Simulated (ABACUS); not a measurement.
NaTb2Sc2FeO9 in ABACUS: the effect of functional

The system is NaTb2Sc2FeO9.

```
CELL_PARAMETERS angstrom
5.42601 0.00044 -0.00037
2.63439 4.75129 -0.00020
0.00358 0.01148 7.03800
ATOMIC_POSITIONS crystal
Tb 0.71442 0.67452 0.33371
Tb 0.34092 0.39840 0.62116
Fe 0.01123 0.01834 0.50155
Sc 0.67388 0.64947 0.85487
Sc 0.32576 0.34142 0.14575
Na 0.01358 0.98502 0.00321
O 0.88505 0.77301 0.62903
O 0.14182 0.23756 0.39590
O 0.12080 0.73894 0.30933
O 0.38073 0.79651 0.59719
O 0.65394 0.24328 0.37272
O 0.53381 0.94447 0.06074
O 0.93976 0.42977 0.06078
O 0.38988 0.51683 0.91722
O 0.87441 0.25246 0.69685
```

The cell was built by a generator and needn't be a form met in nature.

Alike in all runs:

| Item | Value |
| --- | --- |
| Program | ABACUS 3.10.1 |
| Task | single point |
| Potentials or basis | PseudoDojo NC SR 0.4.1 PBE standard, lanthanides 3+ (f in core) |
| Cutoff | 1361 eV |
| Density cutoff | 5442 eV |
| Basis | DZP LCAO (the cutoffs set its grid) |
| k mesh | 6 × 6 × 4 |
| Occupations | fermi-dirac, width 0.05 eV |
| Spin | collinear spin, ferromagnetic start |
| Starting moments | [0.0, 0.0, 3.0, 0.0, 0.0, 0.0, 0.0, 0.0, 0.0, 0.0, 0.0, 0.0, 0.0, 0.0, 0.0] μB |

```csv
functional,gap on the mesh (eV),largest force (eV/Å)
LDA,0.69,0.25
PBE,?,?
PBEsol,0.80,0.14
RPBE,0.87,0.26
AM05,0.76,0.17
```

Question: What does the run with functional PBE give?

Answer: gap on the mesh 0.84 eV; largest force 0.18 eV/Å.

Caveats: the atomic orbitals were generated for these runs and aren't a published set; the magnetic or orbital state may not be the lowest; spin-orbit coupling is left out, which moves the levels of the heavy elements; the 4f electrons are frozen in the core as for a trivalent ion, so they carry no moment and show no levels; the basis of atomic orbitals isn't converged, which shifts pressures, moduli and gaps; a cell with one magnetic atom can't hold antiferromagnetic order, which such compounds often take.

A k mesh can miss the band edges.
